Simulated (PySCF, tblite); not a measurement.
# C₉H₈: geometry, infrared bands and NMR shifts

What infrared bands and NMR shifts should C₉H₈ (`C#C/C(C)=C(/C#C)C=C`) show?

Computed with tblite 0.8.0 and PySCF 2.14.0, with density-fitted response routines of our own, on a single molecule in the gas phase. Atoms count from 0, in the outputs and in this text.

## 1. The molecule as given

17 atoms, charge 0, multiplicity 1; geometry from: force field or distance geometry start.

Bonds of the start (Å): C0–C1 1.20, C1–C2 1.44, C2–C3 1.53, C2–C4 1.35, C4–C5 1.44, C5–C6 1.20, C4–C7 1.47, C7–C8 1.34, C0–H9 1.06, C3–H10 1.10, C3–H11 1.08, C3–H12 1.11, C6–H13 1.07, C7–H14 1.09, C8–H15 1.08, C8–H16 1.08.

## 2. Relaxing the molecule with GFN2-xTB

The job: settings as JSON, then the geometry in Å.

```
{"job": {"kind": "relax", "xc": "GFN2-xTB", "basis": "xTB"}, "charge": 0, "multiplicity": 1}
C      0.001500     3.179500    -0.345400
C     -0.297300     2.020300    -0.352900
C     -0.648700     0.623100    -0.349300
C     -2.034200     0.348700    -0.924800
C      0.186900    -0.330000     0.122100
C     -0.217700    -1.707100     0.086200
C     -0.541500    -2.858700     0.066200
C      1.524000    -0.020800     0.660900
C      2.413900    -0.909800     1.136700
H      0.240900     4.216100    -0.341700
H     -2.309100    -0.718500    -0.922700
H     -2.098500     0.691500    -1.950100
H     -2.800300     0.869300    -0.320000
H     -0.828600    -3.886900     0.051200
H      1.813000     1.029300     0.675800
H      3.364800    -0.562800     1.525300
H      2.223900    -1.971300     1.172600
```

Started as:

```sh
OMP_NUM_THREADS=1 python probes_run.py task.json out
```

This one command runs all jobs of the session in turn.

**Question.** This job is followed by: GFN2-xTB harmonic vibrations, gas phase; GIAO PBE0/pcSseg-1 NMR shielding, non-relativistic, gas phase. Predict these results of the whole session: strongest single infrared mode (GFN2-xTB); zero-point energy (GFN2-xTB); ¹³C shifts against TMS (PBE0/pcSseg-1); ¹H shifts against TMS (PBE0/pcSseg-1, means over atoms taken as alike); surface potential, 1st and 99th percentile.

**Answer**, as computed:

| quantity | value |
| --- | --- |
| strongest single infrared mode (GFN2-xTB) | 3132 cm⁻¹, 43 km/mol |
| zero-point energy (GFN2-xTB) | 80.4 kcal/mol |
| ¹³C shifts against TMS (PBE0/pcSseg-1) | 142.1, 136.1, 135.3, 127.0, 102.8, 100.8, 86.9, 83.4, 25.6 ppm |
| ¹H shifts against TMS (PBE0/pcSseg-1, means over atoms taken as alike) | 7.41, 6.21, 5.75, 3.63, 3.44, 2.41 ppm |
| surface potential, 1st and 99th percentile | -0.74 V and 1.54 V |

**Reading.** The optimisation took 32 steps and gained 0.108 eV; among the close pairs (by a distance rule), C1–C2 changed most, from 1.441 to 1.409 Å. All 45 modes are real, so the xTB geometry is a minimum. The strongest single mode, at 3132 cm⁻¹, moves mainly H15 and H16. Unscaled tight-binding wavenumbers are off by several per cent, some by more. Its intensities can rank the bands wrongly. H14 (hydrogen on an alkene CH) lies farthest downfield among hydrogen, at 7.41 ppm; olefinic region. At PBE0/pcSseg-1, counted by nearest atom on the grid, the HOMO lies on C2 20 %; C0, C4, C8 about 15 % each, the LUMO on C2 22 %; C4 17 %.
